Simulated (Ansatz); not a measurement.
# K (sc type): how the settings move a single-point run

Aim: see which settings change the result for K (sc type), by how much, and at what cost.

Computed with Ansatz 0.2.0 (reference: DFT, LDA, norm-conserving pseudopotentials, Ansatz's default files, scalar-relativistic, unless a step's input says otherwise).

## Step 1: Starting point

It takes space group Pm-3m (No. 221, cubic). Conventional cell: a = 3.029 Å, b = 3.029 Å, c = 3.029 Å, α = 90.00°, β = 90.00°, γ = 90.00°. K (site symmetry m-3m) is surrounded by 6 K at 3.03 Å.

Coordinates:

```
CELL_PARAMETERS angstrom
3.02903 0.00000 0.00000
0.00000 3.02903 0.00000
0.00000 0.00000 3.02903
ATOMIC_POSITIONS crystal
K 0.00000 0.00000 0.00000
```

## Step 2: Baseline

input.yaml

```yaml
crystal:
  lattice:
    - [3.0290301768, 0.0, 0.0]
    - [0.0, 3.0290301768, 0.0]
    - [0.0, 0.0, 3.0290301768]
  atoms:
    - { symbol: K, position: [0.0, 0.0, 0.0] }
kpoints:
  mp_grid: { grid: [9, 9, 9] }
scf:
  occupations: { method: fermi_dirac, width: 0.05 }
hamiltonian:
  xc: lda
  pseudopotentials: { kind: nc }
output:
  forces: true
  stress: true
  eigenvalues: true
```

Run with:

```console
> ansatz run input.yaml --threads 1 --pin off --max-ram 2048MiB --backend cpu --events-out ev --progress --plain --runs-dir out
```

## Step 3: Changing settings: mp_grid.grid [14, 14, 14], pseudopotentials.kind paw_fr, noncollinear true, spin_orbit true

input.yaml: that of step 2 with these lines changed.

```diff
@@ -8,3 +8,3 @@
 kpoints:
-  mp_grid: { grid: [9, 9, 9] }
+  mp_grid: { grid: [14, 14, 14] }
 scf:
@@ -13,3 +13,3 @@
   xc: lda
-  pseudopotentials: { kind: nc }
+  pseudopotentials: { kind: paw_fr }
 output:
@@ -18 +18,4 @@
   eigenvalues: true
+magnetization:
+  noncollinear: true
+  spin_orbit: true
```

Before running it: what results should come out? Wanted: for each run, ending; energy change; pressure; gap; force.

**Answer**, as computed:

```csv
run,ending,energy change,pressure (GPa),gap (eV),force (eV/Å),cycles,time
reference,converged,-,12.8,0.00,0.00,6,2 s
"1: mp_grid.grid [14, 14, 14], pseudopotentials.kind paw_fr, noncollinear true, spin_orbit true",converged,not comparable,12.7,0.00,0.00,7,9.2 s
```

Residual by cycle in the longest SCF loop of each run; runs are numbered as in the table. The quantity is the density residual dr2, in eV.

```csv
cycle,reference,run 1
1,0.103,0.128
2,0.0482,0.088
3,9.5e-4,0.00455
4,9.5e-5,0.00706
5,7.0e-7,4.3e-7
6,3.2e-10,1.2e-7
7,-,3.9e-10
```

**Reading.** Total energies don't compare across a change of potentials and spin-orbit coupling; pressure, gap, moments and forces, where computed, barely move. Cost: 7 SCF cycles against 6, 9.2 s against 2 s. The structure is not at rest: the sound run finds 13 GPa, so these are no properties of the relaxed crystal. 
